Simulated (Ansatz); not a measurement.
**FGeH4N: a nudged elastic band, and a look at its input**

A nudged elastic band is wanted. The input is run as typed. The step meant is a 1,2-elimination at charge 0 and multiplicity 1, which changes F2–H4, Ge1–F2, N3–H4.

Method: PBE0-D4/def2-SVP; program: Ansatz 0.2.0, Gaussian basis.

## (1) The structure

```
Ge   -0.1489   -0.4240    0.5184
F     1.4825   -0.6870    1.0993
N    -0.1750    0.6915   -0.9085
H     0.2645    0.3495   -1.7503
H    -0.6479   -1.8056    0.0895
H    -0.8882    0.2324    1.6866
H     0.1131    1.6432   -0.7351
```

## (2) The run

Contents of run/in.yaml:

```yaml
crystal:
  periodic: [false, false, false]
  atoms:
    - {symbol: Ge, position_ang: [-0.148942, -0.423961, 0.518437]}
    - {symbol: F, position_ang: [1.482474, -0.687001, 1.099253]}
    - {symbol: N, position_ang: [-0.174994, 0.691512, -0.908472]}
    - {symbol: H, position_ang: [0.264516, 0.349545, -1.750254]}
    - {symbol: H, position_ang: [-0.647895, -1.805599, 0.089542]}
    - {symbol: H, position_ang: [-0.888184, 0.232425, 1.686602]}
    - {symbol: H, position_ang: [0.113125, 1.643179, -0.735107]}
basis:
  gaussian: {orbitals: def2-SVP}
hamiltonian: {xc: pbe0, dispersion: d4}
neb:
  images: 5
  climbing: true
  max_iterations: 30
  initial_path: idpp
  final_atoms:
    - {symbol: Ge, position_ang: [-0.910825, -0.220854, 0.656357]}
    - {symbol: F, position_ang: [2.188115, -0.644094, -1.186496]}
    - {symbol: N, position_ang: [0.151307, 0.680076, -0.322597]}
    - {symbol: H, position_ang: [1.460462, -0.078553, -0.908658]}
    - {symbol: H, position_ang: [-0.565681, -1.680476, 0.922528]}
    - {symbol: H, position_ang: [-2.200542, 0.297539, 1.309206]}
```

Started as:

```bash
$ ansatz run in.yaml --threads 2 --pin off --events-out ev --progress --plain --max-ram 4352MiB
```

What does the calculation give? Wanted: this run.

The runs gave:

| quantity | value |
| --- | --- |
| this run | refused |
| fault | end lacks an atom |

What this shows: The final structure lists one atom fewer than the first.
